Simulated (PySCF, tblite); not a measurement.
# 4-ethylpyridine 1-oxide (C₇H₉NO): geometry, infrared bands and NMR shifts

Wanted: the infrared bands and NMR shifts of 4-ethylpyridine 1-oxide (C₇H₉NO) (`CCc1cc[n+]([O-])cc1`), by calculation.

Computed with tblite 0.8.0 and PySCF 2.14.0, with density-fitted response routines of our own, on a single molecule in the gas phase. Atoms count from 0, in the outputs and in this text.

**1. The starting structure**

18 atoms, charge 0, multiplicity 1; geometry from: force field or distance geometry start.

Bonds of the start (Å): C0–C1 1.50, C1–C2 1.52, C2–C3 1.39, C3–C4 1.39, C4–N5 1.39, N5–O6 1.27, N5–C7 1.37, C7–C8 1.40, C8–C2 1.40, C0–H9 1.11, C0–H10 1.09, C0–H11 1.09, C1–H12 1.12, C1–H13 1.10, C3–H14 1.10, C4–H15 1.08, C7–H16 1.08, C8–H17 1.09.

**2. Relaxing the molecule with GFN2-xTB**

Job settings and geometry (Å):

```
{"job": {"kind": "relax", "xc": "GFN2-xTB", "basis": "xTB"}, "charge": 0, "multiplicity": 1}
C     -2.416300     0.391300    -0.713200
C     -1.669700    -0.617800     0.116100
C     -0.180200    -0.317100     0.183400
C      0.324300     0.526200     1.169500
C      1.688500     0.806000     1.213000
N      2.551500     0.291200     0.257000
O      3.795500     0.566600     0.292700
C      2.045900    -0.521000    -0.724600
C      0.684900    -0.836400    -0.782000
H     -3.494900     0.144500    -0.729400
H     -2.062400     0.409000    -1.746300
H     -2.324100     1.401500    -0.301100
H     -2.079400    -0.643200     1.153200
H     -1.811900    -1.629100    -0.286700
H     -0.328600     0.955800     1.938900
H      2.173400     1.437300     1.947700
H      2.785200    -0.876900    -1.421500
H      0.309500    -1.481600    -1.578500
```

Started as:

```
$ OMP_NUM_THREADS=1 python probes_run.py task.json out
```

This one command runs all jobs of the session in turn.

**Question.** This job is followed by: GFN2-xTB harmonic vibrations, gas phase; GIAO PBE0/pcSseg-1 NMR shielding, non-relativistic, gas phase. Predict these results of the whole session: strongest single infrared mode (GFN2-xTB); zero-point energy (GFN2-xTB); 13C shifts against TMS (PBE0/pcSseg-1, means over atoms taken as alike); 1H shifts against TMS (PBE0/pcSseg-1, means over atoms taken as alike); 15N shifts against NH3 (PBE0/pcSseg-1); 17O shifts against H2O (PBE0/pcSseg-1).

As calculated:

```
                                                               quantity                                value
                              strongest single infrared mode (GFN2-xTB)                1510 cm⁻¹, 253 km/mol
                                           zero-point energy (GFN2-xTB)                        91.6 kcal/mol
13C shifts against TMS (PBE0/pcSseg-1, means over atoms taken as alike)  144.2, 142.4, 132.1, 33.3, 21.9 ppm
 1H shifts against TMS (PBE0/pcSseg-1, means over atoms taken as alike)           8.24, 7.15, 2.50, 1.16 ppm
                                 15N shifts against NH3 (PBE0/pcSseg-1)                            334.6 ppm
                                 17O shifts against H2O (PBE0/pcSseg-1)                            461.2 ppm
```

The optimisation took 40 steps and gained 0.131 eV; among the close pairs (by a distance rule), C4–N5 changed most, from 1.387 to 1.354 Å. All 48 modes are real, so the xTB geometry is a minimum. The strongest single mode, at 1510 cm⁻¹, is spread over many atoms; the largest shares are those of N5, C2. GFN2-xTB is a fitted tight-binding method: band positions and strengths are rough. Its intensities can rank the bands wrongly. At PBE0/pcSseg-1: The largest span, 537 ppm, is at O6, where the paramagnetic term is -523 ppm. NICS(1)zz of -21 ppm above the planar ring from C2 marks a diatropic (aromatic) ring current.
